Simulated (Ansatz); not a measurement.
# Ca2SnO3: the cost of one run

Program: Ansatz 0.2.0. Level of theory: DFT PBE, scalar-relativistic, plane waves, PAW. These are calculated values, not measurements.

## 1. The starting structure

The structure is hexagonal, space group P6/mmm (No. 191). The conventional cell has a = 3.866 Å, b = 3.866 Å, c = 5.600 Å, α = 90.00°, β = 90.00°, γ = 120.00°. Ca (site symmetry -6m2) is surrounded by 3 O at 1.12 Å. Sn (site symmetry 6/mmm) is surrounded by 6 O at 1.93 Å. O (site symmetry mmm) has 2 Ca at 1.12 Å and 2 Sn at 1.93 Å in its first shell of neighbours.

Structure file:

```
CELL_PARAMETERS angstrom
3.86560 0.00000 0.00000
-1.93280 3.34771 0.00000
0.00000 0.00000 5.60020
ATOMIC_POSITIONS crystal
Ca 0.33333 0.66667 0.00000
Ca 0.66667 0.33333 0.00000
Sn 0.00000 0.00000 0.00000
O 0.50000 0.00000 0.00000
O 0.00000 0.50000 0.00000
O 0.50000 0.50000 0.00000
```

A structure generator made this guess: random cell by space group and Wyckoff sites (P6/mmm, No. 191). The dimensions are guesses.

## 2. A first look at the guess

The input, input.yaml:

```yaml
crystal:
  lattice:
    - [3.86560339, 0.0, 0.0]
    - [-1.93280169, 3.34771073, 0.0]
    - [0.0, 0.0, 5.60020058]
  atoms:
    - { symbol: Ca, position: [0.33333333, 0.66666667, 0.0] }
    - { symbol: Ca, position: [0.66666667, 0.33333333, 0.0] }
    - { symbol: Sn, position: [0.0, 0.0, 0.0] }
    - { symbol: O, position: [0.5, 0.0, 0.0] }
    - { symbol: O, position: [0.0, 0.5, 0.0] }
    - { symbol: O, position: [0.5, 0.5, 0.0] }
basis:
  ecutwfc: 420
kpoints:
  mp_grid: { grid: [6, 6, 4] }
hamiltonian:
  xc: pbe
scf:
  occupations: { method: gaussian, width: 0.1 }
  lower_state_search: "off"
output:
  forces: true
  stress: true
  eigenvalues: true
```

Run with:

```
$ ansatz run input.yaml --threads 1 --pin off --max-ram 2560MiB --backend cpu --events-out ev --progress --plain --runs-dir out
```

**Question.** How long does this run take on 1 thread of Intel Xeon at 2.50GHz (Skylake/Cascade Lake), shared host, and how much memory does it need?

About 28 s, with a peak of 0.39 GiB.
